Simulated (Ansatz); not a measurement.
# CH₅AlBN: small, medium and large basis sets

One table from this session's results is given with a row withheld; the runs are named, their logs left out.

The runs use Ansatz 0.2.0, Gaussian basis; one geometry, several basis sets.

Plan: PBE0-D4/def2-SVP; ωB97M-V/def2-SVP; PBE0-D4/def2-QZVPP; ωB97M-V/def2-QZVPP; the functionals' def2-TZVPP values are taken from earlier runs.

### The geometry

All runs share one geometry, relaxed beforehand with PBE0-D4 in a triple-zeta def2 set.

9 atoms, charge 0, spin multiplicity 1.

Atoms are counted from 1 here; the program's logs count them from 0.

Bond lengths: B1–Al2 2.105 Å, B1–H5 1.196 Å, B1–H6 1.196 Å, Al2–C3 1.941 Å, Al2–N4 1.730 Å, C3–N4 1.486 Å, C3–H7 1.093 Å, C3–H8 1.093 Å, N4–H9 1.005 Å. Angles: Al2–B1–H5 121.6°, Al2–B1–H6 121.8°, H5–B1–H6 116.6°, B1–Al2–C3 164.9°, B1–Al2–N4 147.8°, C3–Al2–N4 47.3°, Al2–C3–N4 58.9°, Al2–C3–H7 122.0°, Al2–C3–H8 121.9°, N4–C3–H7 116.0°, N4–C3–H8 116.2°, H7–C3–H8 111.3°, Al2–N4–C3 73.8°, Al2–N4–H9 164.0°, C3–N4–H9 121.9°.

Geometry (Å):

```mol
CH5AlBN
  3D, bonds by distance, orders not assigned

  9  9  0  0  0  0  0  0  0  0999 V2000
   -0.9448    1.7587   -1.3203 B   0  0
   -0.1166    0.1899   -0.1877 Al  0  0
    0.6732   -1.4824    0.4005 C   0  0
    0.3983   -0.3831    1.3613 N   0  0
   -0.2544    2.5563   -1.8843 H   0  0
   -2.1261    1.8715   -1.4710 H   0  0
    0.0791   -2.3908    0.5283 H   0  0
    1.7262   -1.7174    0.2254 H   0  0
    0.6537   -0.4492    2.3309 H   0  0
  1  2  8  0
  2  3  8  0
  3  4  8  0
  1  5  8  0
  1  6  8  0
  3  7  8  0
  3  8  8  0
  4  9  8  0
  2  4  8  0
M  END
```

The first run:

Contents of in.yaml:

```yaml
crystal:
  periodic: [false, false, false]
  atoms:
    - {symbol: B, position_ang: [-0.944843, 1.758714, -1.320269]}
    - {symbol: Al, position_ang: [-0.116623, 0.189856, -0.187687]}
    - {symbol: C, position_ang: [0.673192, -1.482391, 0.400475]}
    - {symbol: N, position_ang: [0.398256, -0.383059, 1.361252]}
    - {symbol: H, position_ang: [-0.254360, 2.556267, -1.884343]}
    - {symbol: H, position_ang: [-2.126102, 1.871514, -1.471041]}
    - {symbol: H, position_ang: [0.079138, -2.390778, 0.528332]}
    - {symbol: H, position_ang: [1.726232, -1.717369, 0.225376]}
    - {symbol: H, position_ang: [0.653710, -0.449154, 2.330906]}
basis:
  gaussian: {orbitals: def2-SVP}
hamiltonian: {xc: pbe0, dispersion: d4}
output: {orbitals: {seedname: orbitals}}
```

On the command line:

```
$ ansatz run in.yaml --threads 2 --pin off --events-out ev --progress --plain --max-ram 4352MiB
```

Steps of the session up to this table: PBE0-D4 in def2-SVP; ωB97M-V in def2-SVP; PBE0-D4 in def2-QZVPP; ωB97M-V in def2-QZVPP.

One table of the session follows, with a row left open; its other results are not shown here.

It belongs to the step «Functionals by basis». 

| functional | basis | HOMO (eV) | LUMO (eV) |
| --- | --- | --- | --- |
| PBE0-D4 | def2-SVP | -6.21 | -2.78 |
| PBE0-D4 | def2-TZVPP | -6.30 | -2.87 |
| PBE0-D4 | def2-QZVPP | -6.33 | -2.89 |
| ωB97M-V | def2-SVP | ? | ? |
| ωB97M-V | def2-TZVPP | -8.51 | -0.96 |
| ωB97M-V | def2-QZVPP | -8.54 | -1.01 |

**Question.** Estimate the row for ωB97M-V, def2-SVP.

**Answer.** HOMO (eV): -8.43; LUMO (eV): -0.78. In the column «HOMO (eV)» it lies between ωB97M-V, def2-TZVPP (-8.51) and PBE0-D4, def2-QZVPP (-6.33).
